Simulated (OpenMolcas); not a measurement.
# W³⁺ among point charges: CASSCF and CASPT2 levels and susceptibility, part 1 of 2

Aim: the splitting of the states of W³⁺ in the field of 6 point charges, its lowest levels with spin-orbit coupling and its magnetic susceptibility.

The numbers are computed with OpenMolcas 26.06 (state-averaged CASSCF and CASPT2, spin-orbit coupling by RASSI with atomic mean-field integrals), except any that are marked as measured or tabulated.

**1. Starting point**

* Species: W³⁺ (tungsten, Z = 74, 71 electrons)
* Basis: ANO-RCC-VDZP [7s6p4d2f1g], 68 functions
* Scalar Hamiltonian: DKH2, point nucleus
* Inactive shells: 1s 2s 2p 3s 3p 3d 4s 4p 4d 4f 5s 5p
* Active space: 3 electrons in 5 orbitals (5d)
* Some configurations of this space: 5d³
* Orbitals: optimised for each spin and parity, averaged over all roots

Outer shells as boxes (Hund's rule):

5d3
```
5d [↑ ][↑ ][↑ ][  ][  ]
```

The ion sits among 6 point charges of -1.1 e arranged as a tetragonal octahedron (D4h), 1.99 Å from the ion, with the axial distance 2.109 Å.

Each step is its own input file, run in one work folder so that later steps find the files of earlier ones. Labels, J, g values, rates, χT and fits are worked out afterwards by a script from the matrices that RASSI stores. The input lists half of the charges; inversion (Group=XYZ) makes the rest.

**2. GATEWAY and SEWARD: basis and integrals**

a.inp reads:

```
&GATEWAY
Coord
1

W 0.0 0.0 0.0
Basis=ANO-RCC-VDZP
Group=XYZ
NoMove
AngMom=0.0 0.0 0.0
AMFI
XField
3 Angstrom 0
1.990000 0.000000 0.000000 -1.100000
0.000000 1.990000 0.000000 -1.100000
0.000000 0.000000 2.109400 -1.100000
&SEWARD
```

Launch:

```
$ OMP_NUM_THREADS=1 MOLCAS_MEM=1689 MOLCAS_PROJECT=a pymolcas a.inp > a.log
```

What it wrote:

```text
Basis set label: W.ANO-RCC...7S6P4D2F1G.

      Electronic valence basis set:
      ------------------
      Associated Effective Charge  74.000000 au
      Associated Actual Charge     74.000000 au
      Nuclear Model: Point charge

      Shell  nPrim  nBasis  Cartesian Spherical Contaminant
         s      24       7        X
         p      21       6        X
         d      15       4                 X
         f      11       2                 X
         g       4       1                 X
                  Relativistic Douglas-Kroll-Hess integrals:
                    - DKH order of Hamiltonian: 2
                    - DKH order of Properties : 0
                  Atomic mean-field integrals
```

**3. CASSCF: quartets of even parity, 10 roots**

a.inp reads:

```
&RASSCF
FileOrb=start.orb
Symmetry=1
Spin=4
nActEl=3 0 0
Inactive=15 19
Ras2=5 0
CIRoot=10 10 1
SDav=10
CIMx=300
Iter=120 100
PrWF=0.3
OrbListing=Nothing
MaxOrb=0
>>> COPY $Project.JobIph JOB001
```

start.orb holds the contracted functions of the basis, ordered by shell, or the orbitals of the step before.

What it wrote:

```text
Wave function specifications:
      -----------------------------

      Number of closed shell electrons          68
      Number of electrons in active shells       3
      Max number of holes in RAS1 space          0
      Max nr of electrons in RAS3 space          0
      Number of inactive orbitals               34
      Number of active orbitals                  5
      Number of secondary orbitals              29
      Spin quantum number                      1.5
      State symmetry                             1
Orbital specifications:
      -----------------------

      Symmetry species                           1   2
                                                ag  au
      Frozen orbitals                            0   0
      Inactive orbitals                         15  19
      Active orbitals                            5   0
      RAS1 orbitals                              0   0
      RAS2 orbitals                              5   0
      RAS3 orbitals                              0   0
      Secondary orbitals                        16  13
      Deleted orbitals                           0   0
      Number of basis functions                 36  32
      Number of CSFs                            10
      Number of root(s) required                10
      Iter CI   SX   CI       RASSCF       Energy    max ROT     max BLB   max BLB  Level Ln srch  Step   QN
          iter iter root      energy       change     param      element    value   shift minimum  type update
 Nr of preliminary CI iterations:   1
      Total energies have been shifted. Add               -16000.00 au
        1   1    6    0  -130.74468535    0.00E+00   1.48E-01*  18  21 2  1.38E-01*  0.38   0.00    SX    NO
        2   1    7    0  -130.81501311   -7.03E-02*  2.07E-02   11  27 2 -1.30E-01*  0.44   0.00    SX    NO
        3   1    6    0  -130.82151804   -6.50E-03*  1.98E-02   13  29 2  8.97E-02*  0.43   0.00    SX    NO
        4   1    6    0  -130.82376086   -2.24E-03* -7.93E-03   16  32 2 -6.82E-02*  0.45   0.00    SX    NO
        5   1    6    0  -130.82490970   -1.15E-03* -3.30E-03   13  29 2  5.18E-02*  0.44   0.57    LS   YES
        6   1    5    0  -130.82632111   -1.41E-03*  6.52E-03   18  21 1 -2.24E-03*  0.44   1.02    QN   YES
        7   1    5    0  -130.82636323   -4.21E-05*  9.56E-03   18  21 1 -1.76E-03*  0.44   2.50    LS   YES
        8   1    5    0  -130.82639052   -2.73E-05* -6.88E-03   16  32 2 -1.58E-03*  0.44   1.17    QN   YES
        9   1    5    0  -130.82640622   -1.57E-05* -7.26E-03   20  27 1 -8.41E-04*  0.44   2.07    LS   YES
       10   1    5    0  -130.82641196   -5.74E-06*  9.15E-04   19  25 2 -1.01E-03*  0.44   1.02    QN   YES
       11   1    5    0  -130.82641396   -2.00E-06*  2.03E-04   19  22 2  1.77E-04*  0.44   1.22    QN   YES
       12   1    4    0  -130.82641404   -7.90E-08*  3.61E-05   17  23 2  1.80E-05   0.44   1.03    QN   YES
       13   1    4    0  -130.82641404   -1.27E-09   3.40E-05   17  23 2  6.92E-06   0.44   1.53    QN   YES
      Convergence after 13 iterations
       14   1    4    0  -130.82641404   -3.27E-10   3.40E-05   19  22 2 -2.13E-06   0.44   1.53    QN   YES
      Natural orbitals and occupation numbers for root  1
      sym 1:   0.000000   1.000000   1.000000   1.000000  -0.000000
      Natural orbitals and occupation numbers for root  2
      sym 1:   1.000000   0.012225   0.987775   0.987775   0.012225
      Natural orbitals and occupation numbers for root  3
      sym 1:   0.987775   0.987775   1.000000   0.012225   0.012225
::    RASSCF root number  1 Total energy: -16130.89753680
::    RASSCF root number  2 Total energy: -16130.85372615
::    RASSCF root number  3 Total energy: -16130.85372615
::    RASSCF root number  4 Total energy: -16130.84746174
::    RASSCF root number  5 Total energy: -16130.83200679
::    RASSCF root number  6 Total energy: -16130.81979859
::    RASSCF root number  7 Total energy: -16130.81979859
::    RASSCF root number  8 Total energy: -16130.78013130
::    RASSCF root number  9 Total energy: -16130.77997717
::    RASSCF root number 10 Total energy: -16130.77997717
```

**4. Reference wave functions, doublets of even parity, 40 roots**

a.inp reads:

```
&RASSCF
FileOrb=start.orb
Symmetry=1
Spin=2
nActEl=3 0 0
Inactive=15 19
Ras2=5 0
CIRoot=40 40 1
SDav=40
CIMx=300
Iter=120 100
PrWF=0.3
OrbListing=Nothing
MaxOrb=0
>>> COPY $Project.JobIph JOB002
```

What it wrote:

```text
Wave function specifications:
      -----------------------------

      Number of closed shell electrons          68
      Number of electrons in active shells       3
      Max number of holes in RAS1 space          0
      Max nr of electrons in RAS3 space          0
      Number of inactive orbitals               34
      Number of active orbitals                  5
      Number of secondary orbitals              29
      Spin quantum number                      0.5
      State symmetry                             1
Orbital specifications:
      -----------------------

      Symmetry species                           1   2
                                                ag  au
      Frozen orbitals                            0   0
      Inactive orbitals                         15  19
      Active orbitals                            5   0
      RAS1 orbitals                              0   0
      RAS2 orbitals                              5   0
      RAS3 orbitals                              0   0
      Secondary orbitals                        16  13
      Deleted orbitals                           0   0
      Number of basis functions                 36  32
      Number of CSFs                            40
      Number of root(s) required                40
      Iter CI   SX   CI       RASSCF       Energy    max ROT     max BLB   max BLB  Level Ln srch  Step   QN
          iter iter root      energy       change     param      element    value   shift minimum  type update
 Nr of preliminary CI iterations:   1
      Total energies have been shifted. Add               -16000.00 au
        1   1    5    0  -130.75044266    0.00E+00  -8.69E-03   20  27 1 -7.10E-03*  0.42   0.00    SX    NO
        2   1    6    0  -130.75086752   -4.25E-04*  1.66E-03   17  25 2 -4.72E-03*  0.42   0.00    SX    NO
        3   1    5    0  -130.75090000   -3.25E-05*  8.44E-04   14  31 2 -2.81E-03*  0.42   0.00    SX    NO
        4   1    5    0  -130.75090494   -4.94E-06*  4.88E-04   10  29 2  2.18E-03*  0.42   0.00    SX    NO
        5   1    5    0  -130.75090655   -1.61E-06*  4.16E-04   14  31 2 -1.67E-03*  0.42   0.60    SX   YES
        6   1    5    0  -130.75090738   -8.29E-07*  3.01E-04   10  29 2  1.27E-03*  0.42   0.59    SX   YES
        7   1    5    0  -130.75090785   -4.74E-07*  2.58E-04   13  27 2 -9.71E-04*  0.42   0.59    SX   YES
        8   1    5    0  -130.75090813   -2.79E-07*  1.88E-04   10  29 2  7.44E-04*  0.42   0.59    SX   YES
        9   1    5    0  -130.75090829   -1.65E-07*  1.61E-04   13  27 2 -5.67E-04*  0.42   0.59    SX   YES
       10   1    5    0  -130.75090839   -9.84E-08*  1.18E-04   10  29 2  4.35E-04*  0.42   0.59    SX   YES
       11   1    5    0  -130.75090845   -5.87E-08*  1.01E-04   13  27 2 -3.31E-04*  0.42   0.59    SX   YES
       12   1    5    0  -130.75090849   -3.51E-08*  7.43E-05   10  29 2  2.55E-04*  0.42   0.59    SX   YES
       13   1    5    0  -130.75090851   -2.11E-08*  6.33E-05   13  27 2 -1.94E-04*  0.42   0.60    SX   YES
       14   1    5    0  -130.75090852   -1.26E-08*  4.70E-05   10  29 2  1.49E-04*  0.42   0.60    SX   YES
       15   1    4    0  -130.75090853   -7.62E-09  -5.86E-05   13  27 2 -1.13E-04*  0.42   0.60    QN   YES
       16   1    4    0  -130.75090854   -9.29E-09  -6.43E-05   16  21 1  8.52E-06   0.42   1.20    QN   YES
      Convergence after 16 iterations
       17   1    4    0  -130.75090854   -1.65E-09  -6.43E-05   10  29 2  8.86E-06   0.42   1.20    QN   YES
      Natural orbitals and occupation numbers for root  1
      sym 1:   0.044848   0.956287   0.994004   0.994004   0.010856
      Natural orbitals and occupation numbers for root  2
      sym 1:   0.018529   0.997787   0.974893   0.974893   0.033898
      Natural orbitals and occupation numbers for root  3
      sym 1:   0.005881   0.965795   0.619427   1.364971   0.043927
::    RASSCF root number  1 Total energy: -16130.83623676
::    RASSCF root number  2 Total energy: -16130.83610972
::    RASSCF root number  3 Total energy: -16130.83389582
::    RASSCF root number  4 Total energy: -16130.83389582
::    RASSCF root number  5 Total energy: -16130.83365637
::    RASSCF root number  6 Total energy: -16130.81062140
::    RASSCF root number  7 Total energy: -16130.80989178
::    RASSCF root number  8 Total energy: -16130.80989178
::    RASSCF root number  9 Total energy: -16130.79936837
::    RASSCF root number 10 Total energy: -16130.79123287
::    RASSCF root number 11 Total energy: -16130.79123287
::    RASSCF root number 12 Total energy: -16130.78732864
::    RASSCF root number 13 Total energy: -16130.78723958
::    RASSCF root number 14 Total energy: -16130.78509876
::    RASSCF root number 15 Total energy: -16130.78509876
::    RASSCF root number 16 Total energy: -16130.78134277
::    RASSCF root number 17 Total energy: -16130.77845458
::    RASSCF root number 18 Total energy: -16130.76962486
::    RASSCF root number 19 Total energy: -16130.76159109
::    RASSCF root number 20 Total energy: -16130.76159109
::    RASSCF root number 21 Total energy: -16130.75151285
::    RASSCF root number 22 Total energy: -16130.74128275
::    RASSCF root number 23 Total energy: -16130.74128275
::    RASSCF root number 24 Total energy: -16130.73637518
::    RASSCF root number 25 Total energy: -16130.73573730
::    RASSCF root number 26 Total energy: -16130.73573730
::    RASSCF root number 27 Total energy: -16130.73425540
::    RASSCF root number 28 Total energy: -16130.72651584
::    RASSCF root number 29 Total energy: -16130.72441362
::    RASSCF root number 30 Total energy: -16130.72441362
```

(Continued in part 2 of 2.)
